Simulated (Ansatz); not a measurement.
# CH₅GaS: one species, many methods

The task here is to estimate one member of a computed series from the others.

Method: functionals in def2-TZVPP, the program's frozen cores in correlated methods; program: Ansatz 0.2.0, Gaussian basis.

Plan: LDA (SPW92), PBE-D4, revPBE-D4, BLYP-D4, r2SCAN-D4, B97M-V, PBE0-D4, B3LYP-D4, r2SCANh-D4, r2SCAN0-D4, HSE06-D4, BHLYP-D4, CAM-B3LYP-D4, LC-ωPBE, ωB97X-V, ωB97M-V, B2PLYP, PBE-QIDH; CCSD(T)/def2-SVP; CCSD(T)/def2-TZVPP; MP2/def2-QZVPP; extrapolation to the limit; RPA on PBE.

### Structure used throughout

An earlier PBE0-D4 in a triple-zeta def2 set relaxation fixed the geometry.

SMILES `[CH3][GaH][SH]`, 8 atoms, charge 0, spin multiplicity 1.

Atoms are counted from 1 here; the program's logs count them from 0.

Bond lengths: C1–Ga2 1.960 Å, C1–H4 1.093 Å, C1–H5 1.090 Å, C1–H6 1.093 Å, Ga2–S3 2.208 Å, Ga2–H7 1.564 Å, S3–H8 1.343 Å. Angles: Ga2–C1–H4 110.0°, Ga2–C1–H5 112.0°, Ga2–C1–H6 109.8°, H4–C1–H5 108.8°, H4–C1–H6 107.4°, H5–C1–H6 108.7°, C1–Ga2–S3 119.9°, C1–Ga2–H7 126.4°, S3–Ga2–H7 113.7°, Ga2–S3–H8 95.1°.

The first run:

Contents of in.yaml:

```yaml
crystal:
  periodic: [false, false, false]
  atoms:
    - {symbol: C, position_ang: [-0.822553, 0.630345, -0.510682]}
    - {symbol: Ga, position_ang: [0.973553, 0.037588, 0.003719]}
    - {symbol: S, position_ang: [1.217461, -1.725938, 1.309052]}
    - {symbol: H, position_ang: [-0.967201, 1.675385, -0.226068]}
    - {symbol: H, position_ang: [-1.600865, 0.027156, -0.042948]}
    - {symbol: H, position_ang: [-0.936332, 0.569333, -1.595989]}
    - {symbol: H, position_ang: [2.326347, 0.695612, -0.424363]}
    - {symbol: H, position_ang: [-0.098211, -1.966581, 1.431377]}
basis:
  gaussian: {orbitals: def2-TZVPP}
hamiltonian: {xc: lda}
output: {orbitals: {seedname: orbitals}}
```

Among the steps run: LDA; PBE-D4 (GGA); revPBE-D4 (GGA); BLYP-D4 (GGA); r2SCAN-D4 (meta-GGA); B97M-V (meta-GGA); PBE0-D4 (hybrid); B3LYP-D4 (hybrid); r2SCANh-D4 (hybrid); r2SCAN0-D4 (hybrid); HSE06-D4 (hybrid); BHLYP-D4 (hybrid); CAM-B3LYP-D4 (range-separated); LC-ωPBE-D4 (range-separated; the results give it without D4); ωB97X-V (range-separated); ωB97M-V (range-separated); B2PLYP (double hybrid); PBE-QIDH (double hybrid).

One table of the session follows, with a row left open; its other results are not shown here.

It belongs to the step «Frontier levels by functional». 

| functional | HOMO (eV) | gap (eV) |
| --- | --- | --- |
| LDA (SPW92) | -6.50 | 4.40 |
| PBE-D4 | -6.35 | 4.52 |
| revPBE-D4 | -6.30 | 4.58 |
| BLYP-D4 | ? | ? |
| r2SCAN-D4 | -6.63 | 5.05 |
| B97M-V | -6.69 | 4.94 |
| PBE0-D4 | -7.52 | 6.46 |
| B3LYP-D4 | -7.27 | 5.96 |
| r2SCANh-D4 | -7.06 | 5.75 |
| r2SCAN0-D4 | -7.71 | 6.80 |
| HSE06-D4 | -7.12 | 5.69 |
| BHLYP-D4 | -8.54 | 8.23 |
| CAM-B3LYP-D4 | -8.82 | 8.65 |
| LC-ωPBE | -10.23 | 11.21 |
| ωB97X-V | -9.87 | 10.71 |
| ωB97M-V | -9.71 | 10.34 |

Estimate the missing values for BLYP-D4.

Worked estimate for «HOMO (eV)». Against the share of exact exchange, B3LYP-D4 (0.2, -7.27), BHLYP-D4 (0.5, -8.54) give a slope of -4.23 per unit share; at 0 the line stands at -6.42.

As computed: HOMO (eV): -6.18; gap (eV): 4.42. In «HOMO (eV)» the line misses by -0.24.
